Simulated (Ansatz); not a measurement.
**Hf3GeW: a trial structure relaxed**

Aim: relax a trial structure of Hf3GeW and see where it ends.

Method: DFT PBE, scalar-relativistic, plane waves, PAW, in Ansatz 0.2.0.

### Step 1. The system as given

It takes space group P-62m (No. 189, hexagonal). Conventional cell: a = 4.934 Å, b = 4.934 Å, c = 5.403 Å, α = 90.00°, β = 90.00°, γ = 120.00°. Hf (site symmetry m2m) is surrounded by 1 W at 2.22 Å and 4 Hf at 2.50 Å. Around Ge (site symmetry -62m) lie 2 W at 2.70 Å. Around W (site symmetry -62m) lie 3 Hf at 2.22 Å.

As a file:

```cif
data_structure
_symmetry_space_group_name_H-M 'P 1'
_symmetry_Int_Tables_number 1
_cell_length_a 4.9341
_cell_length_b 4.9341
_cell_length_c 5.4034
_cell_angle_alpha 90.000
_cell_angle_beta 90.000
_cell_angle_gamma 120.000
_cell_volume 113.92
loop_
_atom_site_label
_atom_site_type_symbol
_atom_site_fract_x
_atom_site_fract_y
_atom_site_fract_z
_atom_site_occupancy
Hf1 Hf 0.54965 0.00000 0.00000 1
Hf2 Hf 0.00000 0.54965 0.00000 1
Hf3 Hf 0.45035 0.45035 0.00000 1
Ge1 Ge 0.00000 0.00000 0.50000 1
W1 W 0.00000 0.00000 0.00000 1
```

The cell is invented: random cell by space group and Wyckoff sites (P-62m, No. 189). The dimensions are guesses.

### Step 2. Probe: one point on a coarse mesh

input.yaml

```yaml
crystal:
  lattice:
    - [4.93410822, 0.0, 0.0]
    - [-2.46705411, 4.27306306, 0.0]
    - [0.0, 0.0, 5.40342645]
  atoms:
    - { symbol: Hf, position: [0.54965198, 0.0, 0.0] }
    - { symbol: Hf, position: [0.0, 0.54965198, 0.0] }
    - { symbol: Hf, position: [0.45034802, 0.45034802, 0.0] }
    - { symbol: Ge, position: [0.0, 0.0, 0.5] }
    - { symbol: W, position: [0.0, 0.0, 0.0] }
basis:
  ecutwfc: 420
kpoints:
  mp_grid: { grid: [6, 6, 4] }
hamiltonian:
  xc: pbe
scf:
  occupations: { method: gaussian, width: 0.1 }
  lower_state_search: "off"
output:
  forces: true
  stress: true
  eigenvalues: true
```

Launch:

```console
$ ansatz run input.yaml --threads 1 --pin off --max-ram 2560MiB --backend cpu --events-out ev --progress --plain --runs-dir out
```

Further runs follow: a loose first relaxation; full relaxation.

**Question.** What will these runs give? Wanted: conventional cell; volume; energy over the elements; gap on the mesh.

**Answer**, as computed:

| quantity | value |
| --- | --- |
| symmetry at the end (tolerance 0.05 Å) | space group P6/mmm (No. 191) |
| conventional cell | a = 5.737 Å, b = 5.737 Å, c = 4.896 Å, α = 90.00°, β = 90.00°, γ = 120.00° |
| volume | 27.91 Å³/atom |
| energy over the elements | +1.01 eV/atom |
| gap on the mesh | none (metal) |

The symmetry goes from space group P-62m (No. 189) to space group P6/mmm (No. 191), and the volume per atom grows by 22.5 % from the first guess. The formation energy is positive, so the separate elements lie lower. No finished test with a distortion of lower symmetry is shown, so the end may be a saddle point. The runs treat Hf, W without spin-orbit coupling.
